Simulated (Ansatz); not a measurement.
GdO:

```
Gd O
1.0
     0.00000    2.70000    2.70000
     2.70000    0.00000    2.70000
     2.70000    2.70000    0.00000
Gd O
1 1
Direct
  0.00000 0.00000 0.00000
  0.75000 0.75000 0.75000
```

Base run:

- Program: Ansatz 0.2.0
- Functional: PBE
- Potentials or basis: all-electron LAPW, scalar-relativistic
- Cutoff: 328 eV
- Density cutoff: 1312 eV
- Basis error allowed: 0.001 eV/atom
- k mesh: 9 × 9 × 9
- Occupations: fermi-dirac, width 0.05 eV
- Spin: collinear spin, ferromagnetic start
- Starting moments: [7.0, 0.0] μB

Its results: pressure -0.6 GPa; net moment 7.54 μB per cell; site moments Gd +7.02; O -0.01 μB.

The run is repeated on the same cell with these changes: functional from PBE to PBEsol; k mesh from 9 × 9 × 9 to 7 × 7 × 7. What comes out?

Pressure -4.4 GPa; net moment 7.48 μB per cell; site moments Gd +7.00; O -0.02 μB.

Several settings changed at once, so the effect can't be laid on one alone.

Caveats: an open f shell can end in a state above the lowest; a cell with one magnetic atom can't hold antiferromagnetic order, which such compounds often take; the k mesh is thin for a metal, which can move the energy by tens of meV per atom (some runs).

Not every run made on this cell is shown here.
